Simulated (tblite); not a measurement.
# C5H8GeOS: the cost of one run

The runs use tblite 0.8.0 and PySCF 2.14.0, with density-fitted response routines of our own; the level of theory stands in each step. All values are computed, except where a source is named. Atoms are numbered from 0 throughout.

### Step 1. The starting structure

16 atoms, charge 0, multiplicity 1; geometry from: force field or distance geometry start.

Bonds of the start (Å): C0–S1 1.80, S1–Ge2 2.19, Ge2–C3 1.93, C3–C4 1.36, C4–C5 1.40, C5–C6 1.38, C6–O7 1.31, O7–C3 1.34, C0–H8 1.09, C0–H9 1.12, C0–H10 1.12, Ge2–H11 1.57, Ge2–H12 1.56, C4–H13 1.10, C5–H14 1.08, C6–H15 1.10.

### Step 2. Relaxing the molecule with GFN2-xTB

Job settings and geometry (Å):

```
{"job": {"kind": "relax", "xc": "GFN2-xTB", "basis": "xTB"}, "charge": 0, "multiplicity": 1}
C      2.828800     0.560700    -0.071700
S      2.348100    -1.132600    -0.439100
Ge     0.513400    -1.818400     0.541000
C     -0.887700    -0.490000     0.413300
C     -1.030200     0.504500    -0.507300
C     -2.202400     1.190000    -0.165900
C     -2.676800     0.554200     0.957200
O     -1.887000    -0.437900     1.297600
H      1.932600     1.166800     0.072200
H      3.518600     0.570100     0.809000
H      3.386300     1.003100    -0.930100
H      0.033400    -3.105100    -0.226300
H      0.718000    -2.196300     2.038600
H     -0.362100     0.715900    -1.353800
H     -2.642800     2.043900    -0.651100
H     -3.597900     0.880000     1.472600
```

The run is started by

```console
> OMP_NUM_THREADS=1 python probes_run.py task.json out
```

This one command runs all jobs of the session in turn.

Q: Estimate the wall time and peak memory of this first job on 1 thread of Arm Neoverse N1, shared host.

About 1.8 s, with a peak of 0.18 GiB.
